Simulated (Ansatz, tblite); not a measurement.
# The cluster Li₆Te₂: one state, many levels

An exercise on one series of results from a longer session: the logs are not shown, and one member is left open.

Method: as each input shows; program: Ansatz 0.2.0, Gaussian basis.

Plan: GFN1-xTB, GFN2-xTB, PBE-D4/def2-TZVP, r2SCAN-D4/def2-TZVP, BLYP-D4/def2-TZVP, ωB97M-V/def2-TZVP, BHLYP-D4/def2-TZVP, B3LYP-D4/def2-TZVP, PBE-QIDH/def2-TZVP, LC-ωPBE/def2-TZVP, ωB97X-V/def2-TZVP, PBE-D4/def2-SVP, PBE0-D4/def2-SVP, PBE0-D4/def2-TZVPD, PBE-D4/def2-TZVPD, r2SCAN-D4/def2-TZVPD, CCSD(T)/def2-SVP, MP2/def2-TZVP, RPA/def2-TZVP.

### The geometry

The geometry is that of the singlet, from an earlier relaxation (PBE0-D4/def2-SVP). At that level it is the lowest of the isomers that a small search found.

8 atoms, charge 0, spin multiplicity 1.

Bond lengths: Li1–Te7 2.568 Å, Li2–Te7 2.650 Å, Li2–Te8 2.647 Å, Li3–Te7 2.740 Å, Li3–Te8 2.741 Å, Li4–Te8 2.568 Å, Li6–Te7 2.650 Å, Li6–Te8 2.649 Å. Angles: Te7–Li2–Te8 107.5°, Te7–Li3–Te8 102.4°, Te7–Li6–Te8 107.4°, Li1–Te7–Li2 78.9°, Li1–Te7–Li3 63.8°, Li1–Te7–Li6 121.3°, Li2–Te7–Li3 65.9°, Li2–Te7–Li6 61.9°, Li3–Te7–Li6 61.0°, Li2–Te8–Li3 66.0°, Li2–Te8–Li4 79.1°, Li2–Te8–Li6 61.9°, Li3–Te8–Li4 63.7°, Li3–Te8–Li6 61.0°, Li4–Te8–Li6 121.3°.

Te takes a core potential in the def2 sets. No spin-orbit coupling is included.

PBE0-D4/def2-TZVP was run before; its log isn't repeated, and its numbers join the tables.

The first run:

Tight binding, by tblite at 300 K electronic temperature and without a spin-polarisation term:

```python
tblite.interface.Calculator('GFN1-xTB', numbers, positions, charge=0, uhf=0).singlepoint()
```

Tight binding, by tblite at 300 K electronic temperature and without a spin-polarisation term:

```python
tblite.interface.Calculator('GFN2-xTB', numbers, positions, charge=0, uhf=0).singlepoint()
```

start.molden holds the orbitals of an earlier run on this state, given as this run's starting guess.

Input file in.yaml:

```yaml
crystal:
  periodic: [false, false, false]
  atoms:
    - {symbol: Li, position_ang: [0.478182, -2.154225, -0.981793]}
    - {symbol: Li, position_ang: [0.443417, 1.122957, -1.486064]}
    - {symbol: Li, position_ang: [-0.762004, -0.330451, 0.759732]}
    - {symbol: Li, position_ang: [1.751606, 0.648249, 1.529625]}
    - {symbol: Li, position_ang: [1.714582, -2.472735, 1.897954]}
    - {symbol: Li, position_ang: [-2.119129, 1.565557, -0.670656]}
    - {symbol: Te, position_ang: [-1.442676, -0.698925, -1.869093]}
    - {symbol: Te, position_ang: [-0.063978, 2.319573, 0.820286]}
basis:
  gaussian: {orbitals: def2-TZVP, initial_orbitals: start.molden}
hamiltonian: {xc: pbe, dispersion: d4}
scf: {omitted_lower_state_checks: [starts]}
output: {orbitals: {seedname: orbitals}}
```

The run is started by

```
ansatz run in.yaml --threads 4 --pin off --events-out ev --progress --plain --max-ram 3916MiB
```

Steps of the session up to this table: PBE-D4/def2-TZVP; r2SCAN-D4/def2-TZVP; BLYP-D4/def2-TZVP; ωB97M-V/def2-TZVP; BHLYP-D4/def2-TZVP; B3LYP-D4/def2-TZVP; PBE-QIDH/def2-TZVP; LC-ωPBE/def2-TZVP; ωB97X-V/def2-TZVP; PBE-D4/def2-SVP; PBE0-D4/def2-SVP; PBE0-D4/def2-TZVPD; PBE-D4/def2-TZVPD; r2SCAN-D4/def2-TZVPD; CCSD(T)/def2-SVP; MP2/def2-TZVP; RPA/def2-TZVP.

One of the session's tables, all rows but one given; the rest of the session is left out.

It belongs to the step «Levels side by side». 

```
               level  HOMO (eV)  LUMO (eV)  gap (eV)
     PBE-D4/def2-SVP      -3.76      -2.14      1.62
    PBE-D4/def2-TZVP      -3.84      -2.22      1.62
   PBE-D4/def2-TZVPD          ?          ?         ?
   BLYP-D4/def2-TZVP      -3.65      -2.04      1.61
 r2SCAN-D4/def2-TZVP      -3.89      -2.04      1.84
r2SCAN-D4/def2-TZVPD      -3.86      -2.03      1.83
  B3LYP-D4/def2-TZVP      -4.29      -1.77      2.51
    PBE0-D4/def2-SVP      -4.37      -1.60      2.76
   PBE0-D4/def2-TZVP      -4.44      -1.70      2.75
  PBE0-D4/def2-TZVPD      -4.42      -1.70      2.72
  BHLYP-D4/def2-TZVP      -4.89      -1.06      3.83
   LC-ωPBE/def2-TZVP      -6.20      -0.24      5.96
   ωB97X-V/def2-TZVP      -6.05      -0.23      5.82
   ωB97M-V/def2-TZVP      -5.70      -0.47      5.23
```

Estimate the missing values for PBE-D4/def2-TZVPD.

The run gave: HOMO (eV): -3.82; LUMO (eV): -2.21; gap (eV): 1.61. In the column «HOMO (eV)» it lies between PBE-D4/def2-TZVP (-3.84) and PBE-D4/def2-SVP (-3.76).
